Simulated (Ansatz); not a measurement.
In3Bi, space group Pm-3m: a comparison of norm-conserving and PAW potentials, run with Ansatz 0.2.0 through its Python package.

`in3bi_nc_paw.py`
```python
"""Norm-conserving against PAW potentials for In3Bi."""

import ansatz as az
import numpy as np
import pandas as pd

SETTINGS = {
    "xc": "pbesol",
    "filling": "fermi_dirac",
    "max_iterations": 100,
}


def count_gap(report):
    # lowest empty less highest filled band, counting bands; zero where they overlap
    return max(report.get("gap_by_band_count_ev") or 0.0, 0.0)


def main() -> None:
    in3bi = (
        az.Lattice.of((4.850761, 0.0, 0.0), (0.0, 4.850761, 0.0), (0.0, 0.0, 4.850761))
        .atom("In", (0.0, 0.5, 0.5))
        .atom("In", (0.5, 0.0, 0.5))
        .atom("In", (0.5, 0.5, 0.0))
        .atom("Bi", (0.0, 0.0, 0.0))
    )

    model = in3bi.calculation()
    model = model.functional(SETTINGS["xc"]).kpoints(6, shift=0.5)
    model = model.occupations(SETTINGS["filling"], width=150 * az.meV).mixing("msr1", preconditioner="local_kerker")
    model = model.scf(max_iterations=SETTINGS["max_iterations"])
    model = model.stress()
    model = model.forces().band_table()
    variants = {
        "PAW": model.pseudopotentials("paw"),
        "norm-conserving": model.pseudopotentials("nc"),
    }
    # totals differ by the cores that each treatment holds, so compare what does not depend on them
    rows = []
    for label, variant in variants.items():
        data = variant.run(threads=1).report
        levels = np.array(data["eigenvalues_ev"][0]) - data["fermi_energy_ev"]
        print(label, "levels at the first k-point near E_F:", np.round(levels[np.abs(levels) < 5], 3))
        rows.append((label, data["n_electrons"], np.trace(data["stress_gpa"]) / 3, count_gap(data)))
    print(pd.DataFrame(rows, columns=["treatment", "electrons in bands", "P GPa", "gap by band count eV"]).round(4).to_string(index=False))


if __name__ == "__main__":
    main()
```

How well do the two treatments of the cores agree on the pressure?

PAW gives -1.803 GPa and norm-conserving -1.811 GPa, 0.008 GPa apart. They took 2.6 and 6.3 s of processor time.

The run itself:

```console
$ python in3bi_nc_paw.py
DeckWarning: basis.ecutwfc = 420 eV, auto-derived from the records' recommended cutoffs: set by In (normal level)
PAW levels at the first k-point near E_F: [-3.555 -3.555 -2.301 -1.431 -1.431  1.601  2.23   2.23   3.192  3.192
  3.841]
DeckWarning: basis.ecutwfc = 952.398519 eV, auto-derived from the records' recommended cutoffs: set by In (normal level)
norm-conserving levels at the first k-point near E_F: [-3.555 -3.555 -2.301 -1.431 -1.431  1.606  2.237  2.237  3.2    3.2
  3.849]
      treatment  electrons in bands   P GPa  gap by band count eV
            PAW                54.0 -1.8032                   0.0
norm-conserving                54.0 -1.8108                   0.0
```
(Warnings from the package without file and line.)

Notes:
- The settings weren't tested for convergence.
- The computed bands are complete only to about 4.2 eV above the Fermi level.
- For a metal this k-point mesh is coarse: on a finer one energies can move by several to tens of meV an atom and pressures by half a GPa or more, differences at one mesh by less.
- A Fermi-Dirac width this large means warm electrons, whose thermal share enters the free energy.
- A gap by band count of zero or less means overlapping bands, a metal.
- This cell is a computed structure, which may not be the phase found in nature.
- Levels are Kohn-Sham eigenvalues on this mesh, without spin-orbit coupling.
- Stress is positive in compression.
- Run time: 9.9 s on 1 thread of Arm Neoverse V1, with other jobs on the host, peak memory 0.57 GiB.

(A comment or docstring line of the script was reworded after the run, the code is as it ran; lines on the test bed's own set-up are left out of the output.)
